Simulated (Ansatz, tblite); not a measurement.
# The cluster Te3Pb3−: one state, many levels

How do method and basis change the picture of the cluster Te3Pb3− (doublet)?

Computed with Ansatz 0.2.0, Gaussian basis. Level: as each input shows.

Plan: GFN1-xTB, GFN2-xTB, PBE-D4/def2-TZVPD, r2SCAN-D4/def2-TZVPD, r2SCAN0-D4/def2-TZVPD, B3LYP-D4/def2-TZVPD, PBE-D4/def2-SVPD, PBE0-D4/def2-SVPD, MP2/def2-SVPD.

2 further runs of the same task are left out: 2 set aside as unsound or not needed.

**1. The relaxed structure**

The doublet was relaxed beforehand with PBE-D4/def2-SVP. At that level it is the lowest of the isomers that a small search found.

6 atoms, charge -1, spin multiplicity 2.

Bond lengths: Pb1–Te4 2.898 Å, Pb1–Te6 3.064 Å, Pb2–Te5 2.898 Å, Pb2–Te6 3.064 Å, Pb3–Te4 3.017 Å, Pb3–Te5 3.017 Å, Pb3–Te6 3.118 Å. Angles: Te4–Pb1–Te6 96.9°, Te5–Pb2–Te6 96.9°, Te4–Pb3–Te5 104.3°, Te4–Pb3–Te6 93.3°, Te5–Pb3–Te6 93.3°, Pb1–Te4–Pb3 83.7°, Pb2–Te5–Pb3 83.7°, Pb1–Te6–Pb2 65.9°, Pb1–Te6–Pb3 79.4°, Pb2–Te6–Pb3 79.4°.

Pb, Te take a core potential in the def2 sets. No spin-orbit coupling is included. The ion is computed in the gas phase, without counter-ions or solvent.

PBE0-D4/def2-TZVPD was run before; its log isn't repeated, and its numbers join the tables.

**2. GFN1-xTB**

Tight binding, by tblite at 300 K electronic temperature and without a spin-polarisation term:

```python
tblite.interface.Calculator('GFN1-xTB', numbers, positions, charge=-1, uhf=1).singlepoint()
```

Energy -451.6395 eV; 0.015 s.

**3. GFN2-xTB**

Tight binding, by tblite at 300 K electronic temperature and without a spin-polarisation term:

```python
tblite.interface.Calculator('GFN2-xTB', numbers, positions, charge=-1, uhf=1).singlepoint()
```

Energy -452.2143 eV; 0.02 s.

**4. PBE-D4/def2-TZVPD**

start.molden holds the orbitals of an earlier run on this state, given as this run's starting guess.

The input, in.yaml:

```yaml
crystal:
  periodic: [false, false, false]
  atoms:
    - {symbol: Pb, position_ang: [-2.028519, 1.033867, -0.502149]}
    - {symbol: Pb, position_ang: [0.665822, 0.111257, -2.231051]}
    - {symbol: Pb, position_ang: [0.914315, -0.455946, 1.668388]}
    - {symbol: Te, position_ang: [-2.084491, -0.778711, 1.758259]}
    - {symbol: Te, position_ang: [1.771296, -2.096878, -0.714405]}
    - {symbol: Te, position_ang: [0.761576, 2.186402, 0.020948]}
basis:
  gaussian: {orbitals: def2-TZVPD, initial_orbitals: start.molden}
total_charge: -1
magnetization: {spin_polarized: true, initial_magnetization: 1}
hamiltonian: {xc: pbe, dispersion: d4}
scf: {omitted_lower_state_checks: [starts]}
output: {orbitals: {seedname: orbitals}}
```

Run with:

```
ansatz run in.yaml --threads 4 --pin off --events-out ev --progress --plain --max-ram 6963MiB
```

After this run come: r2SCAN-D4/def2-TZVPD; r2SCAN0-D4/def2-TZVPD; B3LYP-D4/def2-TZVPD; PBE-D4/def2-SVPD; PBE0-D4/def2-SVPD; MP2/def2-SVPD.

**Question.** What will the summary of the whole plan be? Wanted: gap in def2-TZVPD, named functionals, smallest and largest; correlation energy, MP2/def2-SVPD; ⟨S²⟩ in def2-TZVPD, named functionals, smallest and largest; PBE0 total energy, smallest basis above largest.

The runs gave:

```
                                                   quantity                                   value
 gap in def2-TZVPD, named functionals, smallest and largest  0.45 eV (PBE-D4), 2.06 eV (r2SCAN0-D4)
                          correlation energy, MP2/def2-SVPD                               -18.58 eV
⟨S²⟩ in def2-TZVPD, named functionals, smallest and largest                            0.753, 0.762
            PBE0 total energy, smallest basis above largest         1.06 eV (def2-SVPD, def2-TZVPD)
```

**Reading.** Over the named functionals in def2-TZVPD the gap runs from 0.45 eV (PBE-D4) to 2.06 eV (r2SCAN0-D4); exact exchange widens it. Over the named functionals in def2-TZVPD spin contamination reaches 0.01 (r2SCAN0-D4), which is small.
